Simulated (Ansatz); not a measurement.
# FGaH4N2: a ladder of functionals and wavefunction methods

How much do the methods differ for FGaH4N2? The plan is to run it at one geometry with functionals of several rungs and with coupled cluster. The yardstick is the atomisation energy at the CCSD(T) limit.

Method: functionals in def2-TZVPP, the program's frozen cores in correlated methods; program: Ansatz 0.2.0, Gaussian basis.

The runs, in order: LDA (SPW92), PBE-D4, revPBE-D4, BLYP-D4, r2SCAN-D4, B97M-V, PBE0-D4, B3LYP-D4, r2SCANh-D4, r2SCAN0-D4, HSE06-D4, BHLYP-D4, CAM-B3LYP-D4, LC-ωPBE, ωB97X-V, ωB97M-V, B2PLYP, PBE-QIDH; CCSD(T)/def2-SVP; CCSD(T)/def2-TZVPP; MP2/def2-QZVPP; extrapolation to the limit; RPA on PBE.

### 1 Structure used throughout

The geometry comes from an earlier relaxation with PBE0-D4 in a triple-zeta def2 set; it is a stationary point, not always the lowest conformer.

SMILES `[NH2][Ga]([NH2])[F]`, 8 atoms, charge 0, spin multiplicity 1.

Atoms are counted from 1 here; the program's logs count them from 0.

Bond lengths: N1–Ga2 1.806 Å, N1–H5 1.007 Å, N1–H6 1.006 Å, Ga2–N3 1.806 Å, Ga2–F4 1.758 Å, N3–H7 1.006 Å, N3–H8 1.007 Å. Angles: Ga2–N1–H5 119.2°, Ga2–N1–H6 121.7°, H5–N1–H6 111.5°, N1–Ga2–N3 128.9°, N1–Ga2–F4 115.6°, N3–Ga2–F4 115.6°, Ga2–N3–H7 121.6°, Ga2–N3–H8 119.2°, H7–N3–H8 111.5°.

### 2 LDA

This LDA is Slater exchange with PW92 correlation.

File in.yaml:

```yaml
crystal:
  periodic: [false, false, false]
  atoms:
    - {symbol: N, position_ang: [-0.594832, 1.508049, -0.352591]}
    - {symbol: Ga, position_ang: [-0.208031, -0.256031, -0.330003]}
    - {symbol: N, position_ang: [0.873766, -1.164740, 0.795207]}
    - {symbol: F, position_ang: [-0.991846, -1.220700, -1.573480]}
    - {symbol: H, position_ang: [-1.381060, 1.831186, -0.891545]}
    - {symbol: H, position_ang: [-0.429431, 2.094933, 0.447326]}
    - {symbol: H, position_ang: [1.565700, -0.696487, 1.355218]}
    - {symbol: H, position_ang: [1.165755, -2.096199, 0.549868]}
basis:
  gaussian: {orbitals: def2-TZVPP}
hamiltonian: {xc: lda}
output: {orbitals: {seedname: orbitals}}
```

Run with:

```sh
> ansatz run in.yaml --threads 4 --pin off --events-out ev --progress --plain --max-ram 10444MiB
```

Further steps of the session: PBE-D4 (GGA); revPBE-D4 (GGA); BLYP-D4 (GGA); r2SCAN-D4 (meta-GGA); B97M-V (meta-GGA); PBE0-D4 (hybrid); B3LYP-D4 (hybrid); r2SCANh-D4 (hybrid); r2SCAN0-D4 (hybrid); HSE06-D4 (hybrid); BHLYP-D4 (hybrid); CAM-B3LYP-D4 (range-separated); LC-ωPBE (range-separated); ωB97X-V (range-separated); ωB97M-V (range-separated); B2PLYP (double hybrid); PBE-QIDH (double hybrid); CCSD(T) in def2-SVP; CCSD(T) in def2-TZVPP; MP2 in def2-QZVPP; RPA on PBE orbitals.

Q: Predict the results of all the runs planned. Wanted: atomisation energy, CCSD(T)/CBS; farthest beyond LDA; mean size of error, GGA; mean size of error, meta-GGA; mean size of error, hybrid; mean size of error, range-separated; mean size of error, double hybrid; gap, smallest and largest; T1 diagnostic.

As calculated:

| quantity | value |
| --- | --- |
| atomisation energy, CCSD(T)/CBS | 2676.2 kJ/mol |
| functionals within 26.8 kJ/mol (1.0 %) | BLYP-D4, CAM-B3LYP-D4, LC-ωPBE, ωB97X-V, ωB97M-V |
| farthest beyond LDA | BHLYP-D4 (-134.8 kJ/mol) |
| mean size of error, GGA | 33.3 kJ/mol |
| mean size of error, meta-GGA | 36.8 kJ/mol |
| mean size of error, hybrid | 68.7 kJ/mol |
| mean size of error, range-separated | 8.0 kJ/mol |
| mean size of error, double hybrid | 49.9 kJ/mol |
| gap, smallest and largest | 4.58 eV (BLYP-D4), 12.20 eV (LC-ωPBE) |
| T1 diagnostic | 0.0128 |
| triples share of the correlation energy | 3.5 % |

The LDA atomisation energy is off by 406.5 kJ/mol (15 %): it overbinds. PBE-D4 misses by +30.5 kJ/mol. Double hybrids carry the basis error of their MP2 part in triple zeta, and no dispersion term here, so their miss is partly the set-up's. Taken by rung, range-separated functionals do best (8.0 kJ/mol on average) and hybrid ones worst beyond LDA (68.7 kJ/mol). The mean of the hybrids holds BHLYP, with half exact exchange. Misses under about 26.8 kJ/mol are within the doubt on the reference itself, which lacks core-valence correlation, relativity and higher excitations, and its outer-core shells are covered unevenly. Hartree-Fock recovers 65 % of the binding; the rest is correlation. CCSD(T) in def2-SVP is off by -228.2 kJ/mol, more than most functionals: a good method in a small basis is no reference. The gap grows from 4.6 to 12.2 eV across the functionals, mostly with the share of exact exchange. Correlated methods include outer-core shells of Ga, which these sets cover unevenly.
